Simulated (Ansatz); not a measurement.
# ZnTe2O3: the cost of one run

Program: Ansatz 0.2.0. Level of theory: DFT PBE, scalar-relativistic, plane waves, PAW. These are calculated values, not measurements.

**1. Starting point**

It takes space group I4/mmm (No. 139, tetragonal). The conventional cell has a = 5.573 Å, b = 5.573 Å, c = 8.319 Å, α = 90.00°, β = 90.00°, γ = 90.00°. Zn (site symmetry 4/mmm) has 2 Te at 2.73 Å as nearest neighbours. Te (site symmetry 4mm) is surrounded by 1 O at 1.43 Å. O (site symmetry -4m2) is surrounded by 4 Te at 2.86 Å. O (site symmetry 4/mmm) is surrounded by 2 Te at 1.43 Å.

Structure file:

```cif
data_structure
_symmetry_space_group_name_H-M 'P 1'
_symmetry_Int_Tables_number 1
_cell_length_a 5.7299
_cell_length_b 5.7299
_cell_length_c 5.7299
_cell_angle_alpha 121.802
_cell_angle_beta 121.802
_cell_angle_gamma 86.905
_cell_volume 129.19
loop_
_atom_site_label
_atom_site_type_symbol
_atom_site_fract_x
_atom_site_fract_y
_atom_site_fract_z
_atom_site_occupancy
Zn1 Zn 0.00000 0.00000 0.00000 1
Te1 Te 0.67216 0.67216 0.00000 1
Te2 Te 0.32784 0.32784 0.00000 1
O1 O 0.75000 0.25000 0.50000 1
O2 O 0.25000 0.75000 0.50000 1
O3 O 0.50000 0.50000 0.00000 1
```

The cell is invented: random cell by space group and Wyckoff sites (I4/mmm, No. 139). Lengths come from tabulated atomic sizes and are only a guess.

**2. A first look at the guess**

Input file input.yaml:

```yaml
crystal:
  lattice:
    - [-2.7865456, 2.7865456, 4.15957882]
    - [2.7865456, -2.7865456, 4.15957882]
    - [2.7865456, 2.7865456, -4.15957882]
  atoms:
    - { symbol: Zn, position: [0.0, 0.0, 0.0] }
    - { symbol: Te, position: [0.67216442, 0.67216442, 0.0] }
    - { symbol: Te, position: [0.32783558, 0.32783558, 0.0] }
    - { symbol: O, position: [0.75, 0.25, 0.5] }
    - { symbol: O, position: [0.25, 0.75, 0.5] }
    - { symbol: O, position: [0.5, 0.5, 0.0] }
basis:
  ecutwfc: 420
kpoints:
  mp_grid: { grid: [4, 4, 4] }
hamiltonian:
  xc: pbe
scf:
  occupations: { method: gaussian, width: 0.1 }
  lower_state_search: "off"
output:
  forces: true
  stress: true
  eigenvalues: true
```

Run with:

```sh
$ ansatz run input.yaml --threads 1 --pin off --max-ram 2560MiB --backend cpu --events-out ev --progress --plain --runs-dir out
```

What time and memory should one allow on 1 thread of Arm Neoverse V1, shared host?

About 4.7 s, with a peak of 0.4 GiB.
